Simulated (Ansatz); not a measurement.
# CH₄BF₃Si: up Jacob's ladder to CCSD(T)

An exercise on one series of results from a longer session: the logs are not shown, and one member is left open.

Computed with Ansatz 0.2.0, Gaussian basis. Level: functionals in def2-TZVPP, the program's frozen cores in correlated methods.

Levels to be run: LDA (SPW92), PBE-D4, revPBE-D4, BLYP-D4, r2SCAN-D4, B97M-V, PBE0-D4, B3LYP-D4, r2SCANh-D4, r2SCAN0-D4, HSE06-D4, BHLYP-D4, CAM-B3LYP-D4, LC-ωPBE, ωB97X-V, ωB97M-V, B2PLYP, PBE-QIDH; CCSD(T)/def2-SVP; CCSD(T)/def2-TZVPP; MP2/def2-QZVPP; extrapolation to the limit; RPA on PBE.

3 further runs of the same task are left out: 2 for a known fault of the program, 1 that didn't finish.

## The relaxed structure

An earlier PBE0-D4 in a triple-zeta def2 set relaxation fixed the geometry.

SMILES `CB[Si](F)(F)F`, 10 atoms, charge 0, spin multiplicity 1.

Atoms are counted from 1 here; the program's logs count them from 0.

Bond lengths: C1–B2 1.543 Å, C1–H7 1.091 Å, C1–H8 1.091 Å, C1–H9 1.108 Å, B2–Si3 2.009 Å, B2–H10 1.198 Å, Si3–F4 1.586 Å, Si3–F5 1.585 Å, Si3–F6 1.585 Å. Angles: B2–C1–H7 116.3°, B2–C1–H8 115.0°, B2–C1–H9 102.0°, H7–C1–H8 110.9°, H7–C1–H9 105.6°, H8–C1–H9 105.4°, C1–B2–Si3 122.8°, C1–B2–H10 120.1°, Si3–B2–H10 117.0°, B2–Si3–F4 113.5°, B2–Si3–F5 111.4°, B2–Si3–F6 111.9°, F4–Si3–F5 106.3°, F4–Si3–F6 106.2°, F5–Si3–F6 107.1°.

As a file:

| atom | x (Å) | y (Å) | z (Å) |
| --- | --- | --- | --- |
| C1 | 0.2761 | -1.4331 | 0.6156 |
| B2 | 0.7316 | -0.0419 | 0.1277 |
| Si3 | -0.5296 | 1.2897 | -0.6935 |
| F4 | -2.0123 | 0.7485 | -0.8431 |
| F5 | -0.0606 | 1.7091 | -2.1481 |
| F6 | -0.6283 | 2.6172 | 0.1665 |
| H7 | -0.6270 | -1.8354 | 0.1550 |
| H8 | 1.0625 | -2.1888 | 0.6558 |
| H9 | 0.0079 | -1.2301 | 1.6709 |
| H10 | 1.8628 | 0.3136 | 0.2962 |

Set-up of the first run:

Input file in.yaml:

```yaml
crystal:
  periodic: [false, false, false]
  atoms:
    - {symbol: C, position_ang: [0.276149, -1.433125, 0.615618]}
    - {symbol: B, position_ang: [0.731561, -0.041942, 0.127670]}
    - {symbol: Si, position_ang: [-0.529570, 1.289699, -0.693458]}
    - {symbol: F, position_ang: [-2.012335, 0.748499, -0.843081]}
    - {symbol: F, position_ang: [-0.060634, 1.709093, -2.148083]}
    - {symbol: F, position_ang: [-0.628305, 2.617249, 0.166504]}
    - {symbol: H, position_ang: [-0.627028, -1.835366, 0.154963]}
    - {symbol: H, position_ang: [1.062475, -2.188782, 0.655779]}
    - {symbol: H, position_ang: [0.007887, -1.230068, 1.670913]}
    - {symbol: H, position_ang: [1.862800, 0.313642, 0.296172]}
basis:
  gaussian: {orbitals: def2-TZVPP}
hamiltonian: {xc: lda}
output: {orbitals: {seedname: orbitals}}
```

The run is started by

```bash
> ansatz run in.yaml --threads 2 --pin off --events-out ev --progress --plain --max-ram 32768MiB --backend cpu
```

Among the steps run: LDA; PBE-D4 (GGA); revPBE-D4 (GGA); BLYP-D4 (GGA); r2SCAN-D4 (meta-GGA); B97M-V (meta-GGA); PBE0-D4 (hybrid); B3LYP-D4 (hybrid); r2SCANh-D4 (hybrid); r2SCAN0-D4 (hybrid); HSE06-D4 (hybrid); BHLYP-D4 (hybrid); CAM-B3LYP-D4 (range-separated); LC-ωPBE (range-separated); ωB97X-V (range-separated); ωB97M-V (range-separated); B2PLYP (double hybrid); PBE-QIDH (double hybrid).

One of the session's tables, all rows but one given; the rest of the session is left out.

It belongs to the step «Frontier levels by functional». 

| functional | HOMO (eV) | LUMO (eV) | gap (eV) |
| --- | --- | --- | --- |
| LDA (SPW92) | -7.62 | -3.79 | 3.83 |
| PBE-D4 | -7.51 | -3.50 | 4.01 |
| revPBE-D4 | -7.45 | -3.37 | 4.08 |
| BLYP-D4 | -7.44 | -3.32 | 4.12 |
| r2SCAN-D4 | -7.80 | -3.18 | 4.61 |
| B97M-V | -7.86 | -3.25 | 4.61 |
| PBE0-D4 | -8.90 | -2.53 | 6.37 |
| B3LYP-D4 | -8.72 | -2.73 | 5.99 |
| r2SCANh-D4 | -8.31 | -2.85 | 5.46 |
| r2SCAN0-D4 | -9.09 | -2.35 | 6.73 |
| HSE06-D4 | -8.49 | -2.92 | 5.58 |
| BHLYP-D4 | -10.25 | -1.47 | 8.78 |
| CAM-B3LYP-D4 | -10.34 | -1.38 | 8.96 |
| LC-ωPBE | -11.65 | -0.16 | 11.49 |
| ωB97X-V | ? | ? | ? |
| ωB97M-V | -11.10 | -0.52 | 10.59 |

Estimate the missing values for ωB97X-V.

The run gave: HOMO (eV): -11.30; LUMO (eV): -0.27; gap (eV): 11.03. In the column «HOMO (eV)» it lies between LC-ωPBE (-11.65) and ωB97M-V (-11.10).
